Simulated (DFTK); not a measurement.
**AlRh under changes of volume**

One of the cells (13.196 Å³/atom); the others are scaled copies at fixed shape and fractional positions:

```
CELL_PARAMETERS angstrom
2.97732 0.00000 0.00000
0.00000 2.97732 0.00000
0.00000 0.00000 2.97732
ATOMIC_POSITIONS crystal
Rh 0.50000 0.50000 0.50000
Al 0.00000 0.00000 0.00000
```

The cell comes from a database or a generator and needn't be the stable form of this composition.

```yaml
Program: DFTK 0.8.2
Functional: PBEsol
Potentials_or_basis: dojo.nc.sr.pbesol.v0_4_1.standard.upf (PBEsol)
Cutoff: 1197 eV
k_mesh: 9 × 9 × 9
Occupations: fermi-dirac, width 0.05 eV
Spin: no spin polarisation
```

| volume (Å³/atom) | energy over the lowest point (meV/atom) | pressure (GPa) |
| --- | --- | --- |
| 12.404 | 29.11 | 13.6 |
| 12.668 | 11.12 | 8.2 |
| 12.932 | 1.73 | 3.2 |
| 13.196 | 0.00 | -1.2 |
| 13.460 | 5.14 | -5.1 |
| 13.724 | ? | ? |
| 13.988 | 33.24 | -11.8 |

Q: What does the run at 13.724 Å³/atom give?

A: Energy over the lowest point 16.44 meV/atom; pressure -8.6 GPa.

Worked out: A Birch-Murnaghan fit of order 3 (a polynomial in V^(-2/3)) to the other rows has its minimum at 13.13 Å³/atom with B0 = V·E''(V) = 213 GPa and B' = 4.5. It gives 16.44 meV/atom at 13.724 Å³/atom, against the run's 16.44, and -dE/dV = -8.6 GPa, against -8.6.

Energies are extrapolated to zero smearing.
